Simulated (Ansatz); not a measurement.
# r2SCAN/cc-pVDZ run of CH5BO2 (SMILES COBO)

Aim: the electronic atomisation energy of CH5BO2 at r2SCAN/cc-pVDZ, from 5 runs. 

The results are computed with Ansatz 0.2.0.

70 further runs of the same task are left out: 70 set aside as unsound or not needed.

### 1 The system as given

CH5BO2: 9 atoms, total charge 0, spin state singlet. As SMILES, `COBO`. The coordinates come from a PBE0-D4/def2-TZVP relaxation. This is one conformer, not always the lowest.

Bond lengths: C1–O2 1.410 Å, O2–B3 1.356 Å, B3–O4 1.356 Å, C1–H5 1.094 Å, C1–H6 1.092 Å, C1–H7 1.092 Å, B3–H8 1.199 Å, O4–H9 0.962 Å. Some angles: C1–O2–B3 121.7°, O2–B3–O4 119.6°, O2–C1–H5 111.5°, O2–C1–H6 109.2°, O2–C1–H7 109.3°, O2–B3–H8 121.8°, O4–B3–H8 118.6°, B3–O4–H9 112.1°, H5–C1–H6 109.1°, H5–C1–H7 109.0°.

### 2 A single-point energy at r2SCAN/cc-pVDZ

File molecule.yaml:

```yaml
basis:
  gaussian: {orbitals: cc-pVDZ}
crystal:
  periodic: [false, false, false]
  atoms:
    - {symbol: C, position_ang: [0.281800, 0.801900, -1.057400]}
    - {symbol: O, position_ang: [-0.113500, 0.454800, 0.251000]}
    - {symbol: B, position_ang: [-0.134900, -0.834100, 0.671600]}
    - {symbol: O, position_ang: [-0.524600, -1.118500, 1.938500]}
    - {symbol: H, position_ang: [0.568100, -0.079800, -1.637600]}
    - {symbol: H, position_ang: [1.131400, 1.486400, -1.006200]}
    - {symbol: H, position_ang: [-0.544800, 1.307500, -1.561700]}
    - {symbol: H, position_ang: [0.183900, -1.738400, -0.047600]}
    - {symbol: H, position_ang: [-0.758900, -0.326300, 2.432200]}
hamiltonian: {xc: r2scan}
accuracy: high
output: {orbitals: {seedname: orbitals}}
```

Command:

```console
$ ansatz run molecule.yaml --threads 1 --pin off --max-ram 3480MiB --events-out events.jsonl --progress --plain --runs-dir runs
```

The log of the run:

```text
Warning: RAYON_NUM_THREADS=1 ignored (pool sized by the plan → 1); use --threads N
Functional definition: r2SCAN
  name "r2SCAN"
  parameter k0 = 0.174
  parameter k1 = 0.065
  parameter a1 = 4.9479
  exchange = r2scan_x(k0 = k0, k1 = k1, a1 = a1)
  correlation = r2scan_c
1902 factors; integrals over basis functions are off by at most 5.7e-9 eV
mean field evaluation 1: about -5881.8901 eV, gradient 5.8e1 eV
mean field evaluation 2: about -5874.3629 eV, gradient 8.6e1 eV
mean field evaluation 4: about -5888.2653 eV, gradient 2.6e0 eV
mean field evaluation 8: about -5888.2807 eV, gradient 2.5e-1 eV
mean field evaluation 16: about -5888.2808 eV, gradient 1.3e-5 eV
mean field -5888.28078536 eV, -216.3903276419 hartree, gradient 5.6e-8 eV, S^2 0.000000; 0 other end points of the search recorded, 0 dependent functions left out
reference -5888.28078609 eV, -216.3903276687 hartree; 16, 16 occupied and 65, 65 virtual orbitals, 1902 factors
Total energy: -5888.28078609 eV, -216.3903276687 hartree
```

It took 8.7 s on 1 thread of Arm Neoverse V2, shared host; peak memory 0.25 GiB.

### 3 The B atom at the same level

File molecule.yaml:

```yaml
crystal:
  periodic: [false, false, false]
  atoms:
    - {symbol: B, position_ang: [0.000000, 0.000000, 0.000000]}
basis:
  gaussian:
    orbitals: cc-pVDZ
magnetization:
  spin_polarized: true
  initial_magnetization: 1
hamiltonian:
  xc: {name: r2SCAN}
accuracy: high
```

Run the same way, it converges to -24.63416 Eh (log not shown).

### 4 The C atom

File job.yaml:

```yaml
crystal:
  periodic: [false, false, false]
  atoms:
    - {symbol: C, position_ang: [0.000000, 0.000000, 0.000000]}
basis:
  gaussian:
    orbitals: cc-pVDZ
hamiltonian:
  xc: r2scan
magnetization:
  spin_polarized: true
  initial_magnetization: 2
accuracy: high
```

Command:

```console
$ ansatz run job.yaml --threads 1 --pin off --max-ram 3480MiB --events-out events.jsonl --progress --plain --runs-dir runs
```

The log of the run (excerpt; [...] marks lines left out):

```text
Warning: RAYON_NUM_THREADS=1 ignored (pool sized by the plan → 1); use --threads N
[... 7 set-up lines as earlier in the session ...]
96 factors; integrals over basis functions are off by at most 1.3e-9 eV
mean field evaluation 1: about -1029.1950 eV, gradient 4.1e0 eV
mean field evaluation 2: about -1029.2933 eV, gradient 1.3e0 eV
mean field evaluation 4: about -1029.3045 eV, gradient 3.4e-1 eV
mean field evaluation 8: about -1029.3053 eV, gradient 6.3e-5 eV
mean field evaluation 16: about -1029.3043 eV, gradient 1.3e-1 eV
mean field -1029.30529721 eV, -37.8262719844 hartree, gradient 9.3e-9 eV, S^2 2.004549; 1 other end points of the search recorded, 0 dependent functions left out
reference -1029.30529789 eV, -37.8262720094 hartree; 4, 2 occupied and 10, 12 virtual orbitals, 96 factors
Total energy: -1029.30529789 eV, -37.8262720094 hartree
```

Wall time 1.1 s (1 thread of Arm Neoverse V2, shared host).

### 5 The H atom at the same level

File input.yaml:

```yaml
crystal:
  periodic: [false, false, false]
  atoms:
    - symbol: H
      position_ang: [0.000000, 0.000000, 0.000000]
basis:
  gaussian:
    orbitals: cc-pVDZ
magnetization:
  spin_polarized: true
  initial_magnetization: 1
hamiltonian:
  xc: {name: r2SCAN}
accuracy: high
```

Run the same way, it converges to -0.49921 Eh (log not shown).

### 6 The O atom

File in.yaml:

```yaml
crystal:
  periodic: [false, false, false]
  atoms:
    - {symbol: O, position_ang: [0.000000, 0.000000, 0.000000]}
basis:
  gaussian: {orbitals: cc-pVDZ}
magnetization: {spin_polarized: true, initial_magnetization: 2}
hamiltonian: {xc: {name: r2SCAN}}
accuracy: high
```

Run the same way, it converges to -75.03225 Eh (log not shown).

### 7 Outcome

At r2SCAN/cc-pVDZ:

| quantity | value |
| --- | --- |
| molecule: total energy | -216.39033 Eh |
| molecule: HOMO energy | -7.14 eV |
| molecule: LUMO energy | 0.81 eV |
| molecule: HOMO–LUMO gap | 7.95 eV |
| B atom: total energy | -24.63416 Eh |
| B atom: ⟨S²⟩ | 0.756 |
| C atom: total energy | -37.82627 Eh |
| C atom: ⟨S²⟩ | 2.005 |
| H atom: total energy | -0.49921 Eh |
| H atom: ⟨S²⟩ | 0.750 |
| O atom: total energy | -75.03225 Eh |
| O atom: ⟨S²⟩ | 2.003 |
| electronic atomisation energy | 37.262 eV |

What this shows: Taking the molecule apart into free atoms costs 37.26 eV (3595 kJ/mol), before zero-point energy and without spin-orbit coupling.
